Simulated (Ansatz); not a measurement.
# Ta: a tetragonal deformation path

The task here is to estimate one member of a computed series from the others.

Program: Ansatz 0.2.0. Level of theory: DFT PBEsol, scalar-relativistic, plane waves, PAW. These are calculated values, not measurements.

### The structure to begin with

It takes space group Im-3m (No. 229, cubic). Conventional cell: a = 3.303 Å, b = 3.303 Å, c = 3.303 Å, α = 90.00°, β = 90.00°, γ = 90.00°. Around Ta (site symmetry m-3m) lie 8 Ta at 2.86 Å.

As a file:

```cif
data_structure
_symmetry_space_group_name_H-M 'Im-3m'
_symmetry_Int_Tables_number 229
_cell_length_a 3.3026
_cell_length_b 3.3026
_cell_length_c 3.3026
_cell_angle_alpha 90.000
_cell_angle_beta 90.000
_cell_angle_gamma 90.000
_cell_volume 36.02
loop_
_atom_site_label
_atom_site_type_symbol
_atom_site_symmetry_multiplicity
_atom_site_Wyckoff_symbol
_atom_site_fract_x
_atom_site_fract_y
_atom_site_fract_z
_atom_site_occupancy
Ta1 Ta 2 a 0.00000 0.00000 0.00000 1
```

No relaxation comes first: the listed cell is the starting point.

### Zero of energy

The reference gives a free energy of -9806.5018 eV, pressure -3.78 GPa, largest force 0.000 eV/Å and gap on the mesh none (metal). It was computed beforehand with the settings of the runs below.

Set-up of the first run:

At fixed volume and fractional coordinates, lengths along (0.000, 0.000, 1.000) are scaled against those across it; ρ is that ratio over its starting value.

File input.yaml:

```yaml
crystal:
  lattice:
    - [-1.8535924404, 1.8535924404, 1.3104898553]
    - [1.8535924404, -1.8535924404, 1.3104898553]
    - [1.8535924404, 1.8535924404, -1.3104898553]
  atoms:
    - { symbol: Ta, position: [0.0, 0.0, 0.0] }
basis:
  ecutwfc: 420
kpoints:
  mp_grid: { grid: [22, 22, 22] }
hamiltonian:
  xc: pbesol
scf:
  occupations: { method: gaussian, width: 0.15 }
output:
  forces: true
  stress: true
  eigenvalues: true
  write_density: true
  write_potential: true
  elf: true
  volumetric_format: npy
```

On the command line:

```console
$ ansatz run input.yaml --threads 1 --pin off --max-ram 2560MiB --backend cpu --events-out ev --progress --plain --runs-dir out
```

Among the steps run: Point ρ = 0.707; Point ρ = 1.414; At ρ = 0.850; Point ρ = 1.200; At ρ = 0.780; ρ = 1.300; ρ = 0.920; Point ρ = 1.100; Point ρ = 0.650; Point ρ = 1.500; ρ = 0.960; Point ρ = 1.050.

One table of the session follows, with a row left open; its other results are not shown here.

It belongs to the step «The scan collected». The scan, with free energies counted from the undisturbed cell:

```
    ρ  ΔE (meV/atom)  pressure (GPa)
0.650          577.6             9.7
0.707          405.5             4.3
0.780          206.6             1.3
0.850              ?               ?
0.920           25.1            -3.3
0.960            6.4            -3.7
1.000            0.0            -3.8
1.050            9.2            -3.6
1.100           35.6            -3.0
1.200          121.5            -1.2
1.300          216.6             1.0
1.414          263.6             2.3
1.500          244.2             1.6
```

Q: Estimate the row for ρ = 0.850 from the others.

Worked estimate for «ΔE (meV/atom)». A straight line through the neighbours (0.780, 206.6) and (0.920, 25.1) gives 206.6 + (25.1 − 206.6) × (0.850 − 0.780) / (0.920 − 0.780) = 115.9; a parabola fitted to 4 rows on both sides gives 85.0.

As computed: ΔE (meV/atom): 80.1; pressure (GPa): -1.4. In «ΔE (meV/atom)» the line misses by +35.8 and the parabola by +4.9.
